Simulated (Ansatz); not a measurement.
**ClH₅OSiSn: a ladder of functionals and wavefunction methods**

How much do the methods differ for ClH₅OSiSn? The plan is to run it at one geometry with functionals of several rungs and with coupled cluster. The yardstick is the atomisation energy at the CCSD(T) limit.

Program: Ansatz 0.2.0, Gaussian basis. Level of theory: functionals in def2-TZVPP, the program's frozen cores in correlated methods. These are calculated values, not measurements.

Levels to be run: PBE-D4, r2SCAN-D4, PBE0-D4, B3LYP-D4, ωB97X-V, ωB97M-V, B2PLYP; CCSD(T)/def2-TZVPP; MP2/def2-QZVPP; extrapolation to the limit.

## (1) The relaxed structure

The geometry comes from an earlier relaxation with PBE0-D4 in a triple-zeta def2 set; it is a stationary point, not always the lowest conformer. Sn takes the def2 core potential; no spin-orbit term is included.

SMILES `Cl[SiH2][O][SnH3]`, 9 atoms, charge 0, spin multiplicity 1.

Atoms are counted from 1 here; the program's logs count them from 0.

Bond lengths: Cl1–Si2 2.072 Å, Si2–O3 1.609 Å, Si2–H5 1.481 Å, Si2–H6 1.481 Å, O3–Sn4 1.976 Å, Sn4–H7 1.701 Å, Sn4–H8 1.700 Å, Sn4–H9 1.700 Å. Angles: Cl1–Si2–O3 109.9°, Cl1–Si2–H5 106.3°, Cl1–Si2–H6 106.5°, O3–Si2–H5 111.5°, O3–Si2–H6 111.3°, H5–Si2–H6 111.2°, Si2–O3–Sn4 135.2°, O3–Sn4–H7 106.7°, O3–Sn4–H8 102.5°, O3–Sn4–H9 106.6°, H7–Sn4–H8 113.3°, H7–Sn4–H9 113.5°, H8–Sn4–H9 113.3°.

## (2) PBE-D4 (GGA)

Input file in.yaml:

```yaml
crystal:
  periodic: [false, false, false]
  atoms:
    - {symbol: Cl, position_ang: [0.126147, 2.170292, 1.068968]}
    - {symbol: Si, position_ang: [-1.305773, 0.741852, 0.617028]}
    - {symbol: O, position_ang: [-0.625633, -0.482824, -0.174550]}
    - {symbol: Sn, position_ang: [1.217401, -0.954715, -0.708855]}
    - {symbol: H, position_ang: [-1.876089, 0.302311, 1.911110]}
    - {symbol: H, position_ang: [-2.325968, 1.419296, -0.215104]}
    - {symbol: H, position_ang: [2.134811, -1.032138, 0.721108]}
    - {symbol: H, position_ang: [1.007005, -2.467533, -1.454314]}
    - {symbol: H, position_ang: [1.736600, 0.257258, -1.782490]}
basis:
  gaussian: {orbitals: def2-TZVPP}
hamiltonian: {xc: pbe, dispersion: d4}
output: {forces: true, orbitals: {seedname: orbitals}}
```

The run is started by

```
ansatz run in.yaml --threads 4 --pin off --events-out ev --progress --plain --max-ram 10444MiB
```

The runs that follow: r2SCAN-D4 (meta-GGA); PBE0-D4 (hybrid); B3LYP-D4 (hybrid); ωB97X-V (range-separated); ωB97M-V (range-separated); B2PLYP (double hybrid); CCSD(T) in def2-TZVPP; MP2 in def2-QZVPP.

Q: Predict the results of all the runs planned. Wanted: atomisation energy, CCSD(T)/CBS; farthest; mean size of error, hybrid; mean size of error, range-separated; gap, smallest and largest; T1 diagnostic; triples share of the correlation energy.

As calculated:

| quantity | value |
| --- | --- |
| atomisation energy, CCSD(T)/CBS | 2698.9 kJ/mol |
| functionals within 27.0 kJ/mol (1.0 %) | ωB97X-V, ωB97M-V |
| farthest | PBE0-D4 (-80.7 kJ/mol) |
| mean size of error, hybrid | 66.7 kJ/mol |
| mean size of error, range-separated | 11.3 kJ/mol |
| gap, smallest and largest | 5.36 eV (PBE-D4), 11.83 eV (ωB97X-V) |
| T1 diagnostic | 0.0125 |
| triples share of the correlation energy | 3.3 % |

PBE-D4 misses by -54.5 kJ/mol. Double hybrids carry the basis error of their MP2 part in triple zeta, and no dispersion term here, so their miss is partly the set-up's. The reference freezes the cores and leaves out spin-orbit coupling and excitations past (T), and its outer-core shells are covered unevenly, so misses under about 27.0 kJ/mol can't be ranked. All levels share the lack of spin-orbit coupling, which lowers the free heavy atoms and so the true binding. Hartree-Fock recovers 72 % of the binding; the rest is correlation. The gap grows from 5.4 to 11.8 eV across the functionals, mostly with the share of exact exchange. Correlated methods include outer-core shells of Sn, which these sets cover unevenly.
